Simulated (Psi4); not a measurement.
# InF (SMILES [F][In]): BHLYP/def2-TZVPP (core potential)

Aim: the energy change on altering one bond length of InF at BHLYP/def2-TZVPP (core potential), from 2 runs. Input form: a Python script.

Program for the calculation: Psi4 1.11.

## Step 1: The structure to begin with

InF: 2 atoms, total charge 0, spin state singlet. As SMILES, `[F][In]`. The shape is that of a PBE0-D4/def2-TZVP optimisation.

Bond lengths: F1–In2 1.994 Å.

## Step 2: The energy at BHLYP/def2-TZVPP (core potential)

Contents of calc.py:

```python
import psi4

psi4.set_memory('1600 MB')
psi4.set_num_threads(1)
psi4.set_output_file('run.log', False)

molecule = psi4.geometry("""
F      0.00000000     0.00000000     0.03006554
In     0.00000000     0.00000000     3.79755583
units bohr
symmetry c1
no_reorient
no_com
""")

options = {'reference': 'rks', 'puream': True, 'e_convergence': 1e-09, 'd_convergence': 1e-08, 'scf_type': 'pk', 'dft_radial_points': 99, 'dft_spherical_points': 590}
psi4.set_options(options)

e, wfn = psi4.energy('bhhlyp/def2-TZVPP', return_wfn=True)
psi4.oeprop(wfn, 'MULLIKEN_CHARGES', 'LOWDIN_CHARGES', 'QUADRUPOLE', title='BHHLYP')
print(f'total energy {e:.8f} hartree = {e * 27.211386:.5f} eV')
```

Run with:

```console
$ python calc.py
```

run.log, shortened:

```text
[...]
    !!!  WARNING: ECP capability is in beta. Please check occupations closely.  !!!
[...]
  Running in c1 symmetry.
[...]
  Nuclear repulsion =   50.166021794843168
[...]
  Multiplicity = 1
[...]
  Nalpha       = 15
  Nbeta        = 15
[...]
    Number of basis functions: 81
[...]
   @RKS iter   1:  -289.80136726600949   -1.14136e+00   8.51818e-03 ADIIS/DIIS
[...]
   @RKS iter  11:  -289.97197881597788   -1.19371e-12   4.15506e-09 DIIS
[...]
    Orbital Energies [Eh]
    ---------------------
    Doubly Occupied:
       1A    -25.194974     2A     -4.946938     3A     -3.294930
       4A     -3.294930     5A     -3.286268     6A     -1.217865
       7A     -0.869825     8A     -0.869825     9A     -0.862606
      10A     -0.862606    11A     -0.858760    12A     -0.469219
      13A     -0.417169    14A     -0.417169    15A     -0.311973
[...]
  @RKS Final Energy:  -289.97197881597788
   => Energetics <=
    Nuclear Repulsion Energy =             50.1660217948431679
    One-Electron Energy =                -575.8295532290372876
    Two-Electron Energy =                 249.8788302609766276
    DFT Exchange-Correlation Energy =     -14.1872776427603569
    Empirical Dispersion Energy =           0.0000000000000000
    VV10 Nonlocal Energy =                  0.0000000000000000
    Total Energy =                       -289.9719788159778773
[...]
 Multipole Moments:
 ------------------------------------------------------------------------------------
     Multipole            Electronic (a.u.)      Nuclear  (a.u.)        Total (a.u.)
 ------------------------------------------------------------------------------------
 L = 1.  Multiply by 2.5417464519 to convert [e a0] to [Debye]
 Dipole X            :          0.0000001            0.0000000            0.0000001
 Dipole Y            :          0.0000002            0.0000000            0.0000002
 Dipole Z            :        -78.6865135           80.0192623            1.3327488
 Magnitude           :                                                    1.3327488
 L = 2.  Multiply by 1.3450342976 to convert [e a0^2] to [Debye ang]
 Quadrupole XX       :        -18.6684049            0.0000000          -18.6684049
 Quadrupole XY       :          0.0000000            0.0000000            0.0000000
[...]
  Mulliken Charges: (a.u.)
   Center  Symbol    Alpha    Beta     Spin     Total
       1     F     4.79116  4.79116  0.00000 -0.58233
       2    IN    10.20884 10.20884  0.00000  0.58233
   Total alpha = 15.00000, Total beta = 15.00000, Total charge =  0.00000
  Lowdin Charges: (a.u.)
   Center  Symbol    Alpha    Beta     Spin     Total
       1     F     4.68570  4.68570  0.00000 -0.37139
       2    IN    10.31430 10.31430  0.00000  0.37139
  Total alpha = 15.00000, Total beta = 15.00000, Total charge =  0.00000
```

Standard output:

```text
total energy -289.97197882 hartree = -7890.53944 eV
```

Run time: 6.6 s. Hardware: 1 thread of Intel Xeon Platinum 8259CL at 2.50GHz (Skylake/Cascade Lake), shared host; peak memory 0.52 GiB.

## Step 3: The distorted shape: energy and forces at BHLYP/def2-TZVPP (core potential)

Contents of run.py:

```python
import psi4

psi4.set_memory('1600 MB')
psi4.set_num_threads(1)
psi4.set_output_file('output.dat', False)

geom = psi4.geometry("""
0 1
F      0.000000     0.000000    -0.582220
In     0.000000     0.000000     2.009580
units angstrom
symmetry c1
no_reorient
no_com
""")

psi4.set_options(dict(puream=True, e_convergence=1e-09, d_convergence=1e-08, scf_type='pk', dft_radial_points=99, dft_spherical_points=590))

result, w = psi4.gradient("bhhlyp/def2-TZVPP", molecule=geom, return_wfn=True)
psi4.oeprop(w, "DIPOLE", "LOWDIN_CHARGES", "QUADRUPOLE", title="BHHLYP")
print('gradient / Eh bohr^-1')
print(result.np.round(6))
print(f'energy = {w.energy():.10f} Eh')
```

Run with:

```console
$ python run.py
```

output.dat, shortened:

```text
[...]
    !!!  WARNING: ECP capability is in beta. Please check occupations closely.  !!!
[...]
  Running in c1 symmetry.
[...]
  Nuclear repulsion =   38.588815810104940
[...]
  Multiplicity = 1
[...]
  Nalpha       = 15
  Nbeta        = 15
[...]
    Number of basis functions: 81
[...]
   @RKS iter   1:  -289.73779652122010   -1.18972e+00   8.69478e-03 DIIS/ADIIS
[...]
   @RKS iter  12:  -289.92281560850250   -9.66338e-13   1.53550e-09 DIIS
[...]
  @RKS Final Energy:  -289.92281560850250
   => Energetics <=
    Nuclear Repulsion Energy =             38.5888158101049399
    One-Electron Energy =                -552.6402898102488734
    Two-Electron Energy =                 238.2838951727929953
    DFT Exchange-Correlation Energy =     -14.1552367811515829
    Empirical Dispersion Energy =           0.0000000000000000
    VV10 Nonlocal Energy =                  0.0000000000000000
    Total Energy =                       -289.9228156085025034
[...]
  -Total Gradient:
     Atom            X                  Y                   Z
    ------   -----------------  -----------------  -----------------
       1       -0.000000000533    -0.000000000019    -0.053949056946
       2        0.000000000533     0.000000000019     0.053956309026
[...]
 Multipole Moments:
 ------------------------------------------------------------------------------------
     Multipole            Electronic (a.u.)      Nuclear  (a.u.)        Total (a.u.)
 ------------------------------------------------------------------------------------
 L = 1.  Multiply by 2.5417464519 to convert [e a0] to [Debye]
 Dipole X            :          0.0000001            0.0000000            0.0000001
 Dipole Y            :          0.0000000            0.0000000            0.0000000
 Dipole Z            :        -66.9135332           69.8465453            2.9330121
 Magnitude           :                                                    2.9330121
 L = 2.  Multiply by 1.3450342976 to convert [e a0^2] to [Debye ang]
 Quadrupole XX       :        -18.4490737            0.0000000          -18.4490737
 Quadrupole XY       :         -0.0000000            0.0000000           -0.0000000
[...]
```

The script printed:

```text
gradient / Eh bohr^-1
[[-0.       -0.       -0.053949]
 [ 0.        0.        0.053956]]
energy = -289.9228156085 Eh
```

It took 12 s on 1 thread of Intel Xeon Platinum 8259CL at 2.50GHz (Skylake/Cascade Lake), shared host; peak memory 0.51 GiB.

## Step 4: Results

Level: BHLYP/def2-TZVPP (core potential).

| quantity | value |
| --- | --- |
| first shape: total energy | -289.97198 Eh |
| first shape: dipole moment | 3.39 D |
| first shape: HOMO energy | -8.49 eV |
| first shape: LUMO energy | -1.01 eV |
| first shape: HOMO–LUMO gap | 7.48 eV |
| distorted shape: total energy | -289.92282 Eh |
| distorted shape: dipole moment | 7.45 D |
| distorted shape: HOMO energy | -8.63 eV |
| distorted shape: LUMO energy | -1.79 eV |
| distorted shape: HOMO–LUMO gap | 6.85 eV |
| distorted shape: largest force on an atom | 2.775 eV/Å |
| energy change with the F1–In2 bond stretched from 1.994 to 2.592 Å | 1.338 eV |

What this shows: With the F1–In2 bond stretched from 1.994 to 2.592 Å the energy rises by 1.34 eV (31 kcal/mol). The first shape isn't relaxed at this level, so the change isn't measured from a minimum.
